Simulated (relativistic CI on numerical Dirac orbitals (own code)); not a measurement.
# Pr³⁺: 4d photoemission multiplets

Wanted: the shape of the 4d photoemission spectrum of Pr³⁺ in 4 surroundings, from the same atomic integrals.

The numbers are computed with relativistic CI on numerical Dirac orbitals (own code) version 1 (Dirac-Coulomb-Breit CI, KLI orbitals optimised for each configuration, model QED (radiative potential, 1s self-energy scaled to tabulated hydrogen-like ionisation energies), multiplet model of photoemission in the sudden approximation), except any that are marked as measured or tabulated.

### Step 1. What is computed

* ion: Pr³⁺ (Pr IV)
* nuclear charge: 59
* electrons: 56
* configurations: [Xe] 4f2 → [Kr] 4d9 4f2 5s2 5p6
* temperature: 80 K
* widths: Lorentz 0.7 eV, Gauss 0.6 eV
* surrounding 1: free ion
* surrounding 2: D3d, B20 = 1640, B40 = 560, B43 = 70, B60 = 270, B63 = -710, B66 = -720 cm⁻¹
* surrounding 3: D4h, B20 = -1020, B40 = 1080, B44 = 230, B60 = 790, B64 = 90 cm⁻¹
* surrounding 4: Oh, B40 = 2610, B60 = 370 cm⁻¹

### Step 2. Surrounding 1: free ion

Settings of the run:

```ini
atom Pr  Z=59  charge=3  electrons=56
nucleus A=141  rms_radius_fm=4.8919
hamiltonian dirac-coulomb  breit=on  qed=on  c_scale=1
orbitals kli  potential=per-configuration
slater_scale 1
correlation none
mixing on
configurations
  [Xe] 4f2
  [Kr] 4d9 4f2 5s2 5p6
end
photoemission 4d T=80 lorentz=0.7 gauss=0.6
crystal_field free
```

### Step 3. Surrounding 2: D3d, B20 = 1640, B40 = 560, B43 = 70, B60 = 270, B63 = -710, B66 = -720

Changes to the settings of step 2:

```diff
@@ -12,2 +12,2 @@
 photoemission 4d T=80 lorentz=0.7 gauss=0.6
-crystal_field free
+crystal_field D3d B20=1640 B40=560 B43=70 B60=270 B63=-710 B66=-720
```

### Step 4. Surrounding 3: D4h, B20 = -1020, B40 = 1080, B44 = 230, B60 = 790, B64 = 90

Changes to the settings of step 3:

```diff
@@ -12,2 +12,2 @@
 photoemission 4d T=80 lorentz=0.7 gauss=0.6
-crystal_field D3d B20=1640 B40=560 B43=70 B60=270 B63=-710 B66=-720
+crystal_field D4h B20=-1020 B40=1080 B44=230 B60=790 B64=90
```

### Step 5. Surrounding 4: Oh, B40 = 2610, B60 = 370

Changes to the settings of step 4:

```diff
@@ -12,2 +12,2 @@
 photoemission 4d T=80 lorentz=0.7 gauss=0.6
-crystal_field D4h B20=-1020 B40=1080 B44=230 B60=790 B64=90
+crystal_field Oh B40=2610 B60=370
```

(Steps that only read results are left out.)

Q: Predict the outcome of this session. Wanted: highest peak, first run; ground spin.

The runs gave:

| surrounding | ground S | centroid (eV) | spread (eV) | up to four highest peaks (% of the highest), eV |
| --- | --- | --- | --- | --- |
| 1: free | 0.98 | 152.01 | 7.24 | 148.3 (100), 149.3 (90), 151.4 (73), 154.3 (45) |
| 2: D3d | 0.99 | 152.02 | 7.24 | 148.2 (100), 149.3 (88), 151.5 (71), 154.4 (44) |
| 3: D4h | 0.98 | 152.02 | 7.24 | 148.3 (100), 149.3 (88), 151.4 (71), 154.4 (44) |
| 4: Oh | 0.98 | 152.02 | 7.24 | 148.3 (100), 149.3 (86), 151.5 (69), 154.4 (43) |

```
                           quantity     value
            highest peak, first run  148.3 eV
ground spin (effective S from ⟨S²⟩)      0.98
```

What this shows: The highest peak stays in place, within the step of the energy grid, in all surroundings. Energies are those of the free ion without screening by ligands; binding energies in solids differ by tens of eV.
